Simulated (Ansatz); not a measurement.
# CsPbCl3: the cost of one run

Method: DFT PBE, scalar-relativistic, plane waves, PAW, in Ansatz 0.2.0.

1 further run of the same task is left out (set aside as unsound or not needed).

### 1 The system as given

It takes space group Pm-3m (No. 221, cubic). Conventional cell: a = 5.735 Å, b = 5.735 Å, c = 5.735 Å, α = 90.00°, β = 90.00°, γ = 90.00°. Around Cs (site symmetry m-3m) lie 12 Cl at 4.06 Å. Pb (site symmetry m-3m) has 6 Cl at 2.87 Å as nearest neighbours. Cl (site symmetry 4/mmm) has 2 Pb at 2.87 Å and 4 Cs at 4.06 Å as nearest neighbours.

Structure file:

```xyz
5
Lattice="5.7353 0.0000 0.0000 0.0000 5.7353 0.0000 0.0000 0.0000 5.7353" Properties=species:S:1:pos:R:3 pbc="T T T"
Cs    0.0000    0.0000    0.0000
Pb    2.8676    2.8676    2.8676
Cl    2.8676    2.8676    0.0000
Cl    0.0000    2.8676    2.8676
Cl    2.8676    0.0000    2.8676
```

It is the result of an earlier relaxation at this level (volume 37.73 Å³/atom; gap on the mesh: 2.21 eV).

### 2 The cell scaled to 0.97 of its volume

input.yaml reads:

```yaml
crystal:
  lattice:
    - [5.677337297, 0.0, 0.0]
    - [0.0, 5.677337297, 0.0]
    - [0.0, 0.0, 5.677337297]
  atoms:
    - { symbol: Cs, position: [0.0, 0.0, 0.0] }
    - { symbol: Pb, position: [0.5, 0.5, 0.5] }
    - { symbol: Cl, position: [0.5, 0.5, 0.0] }
    - { symbol: Cl, position: [0.0, 0.5, 0.5] }
    - { symbol: Cl, position: [0.5, 0.0, 0.5] }
basis:
  ecutwfc: 420
kpoints:
  mp_grid: { grid: [6, 6, 6] }
hamiltonian:
  xc: pbe
scf:
  occupations: { method: gaussian, width: 0.02 }
output:
  forces: true
  stress: true
  eigenvalues: true
```

Launch:

```
$ ansatz run input.yaml --threads 2 --pin off --max-ram 5120MiB --backend cpu --events-out ev --progress --plain --runs-dir out
```

Q: Estimate wall time and peak memory on 2 threads of AMD EPYC (Zen 3), shared host.

About 11 s, with a peak of 0.49 GiB.
